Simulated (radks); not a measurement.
# Yb⁵⁶⁺ in [He] 2s2 2p5 3s2 3p2 3d1: an all-electron calculation

Wanted: eigenvalues, radial structure and energy terms of the ytterbium ion Yb56+.

Method: Dirac Kohn-Sham, HCTH/407, spin-unpolarised, spherical densities, finite nucleus; open shells fill j = l - 1/2 first. Code: radks (a radial shooting solver on a logarithmic mesh, Libxc functionals) version 1.

## Step 1: The system

```
element            : ytterbium (Z = 70)
charge             : +56
electrons          : 14
configuration      : [He] 2s2 2p5 3s2 3p2 3d1
nuclear rms radius : 5.3108 fm
```

## Step 2: The run

The run's settings:

```text
Z 70
configuration [He] 2s2 2p5 3s2 3p2 3d1
relativity Dirac
functional hcth_407
spin unpolarised
j_filling energy
nucleus finite rms 5.3108 fm
c 137.035999084
```

**Question.** What will this run give?

**Answer**, as computed:

```
                        quantity                    value
                    total energy      -10387.2320 hartree
exchange-correlation share of it                   1.35 %
                            −T/E                   1.1440
          highest occupied level        3d3/2, -5242.3 eV
    most extended occupied level  3s1/2, <r> = 0.197 bohr
 radius at density 0.001 e/bohr³               0.576 bohr
    maxima of the radial density                        2
```

The radial density shows 2 maxima for 3 occupied principal shells; where shells overlap, one shows as a shoulder or not at all. −T/E is 1.144: with relativity the kinetic term as defined here no longer equals −E. This is not the tabulated ground configuration, so its levels and sizes aren't those of the ground state, and no measured value stands beside it.
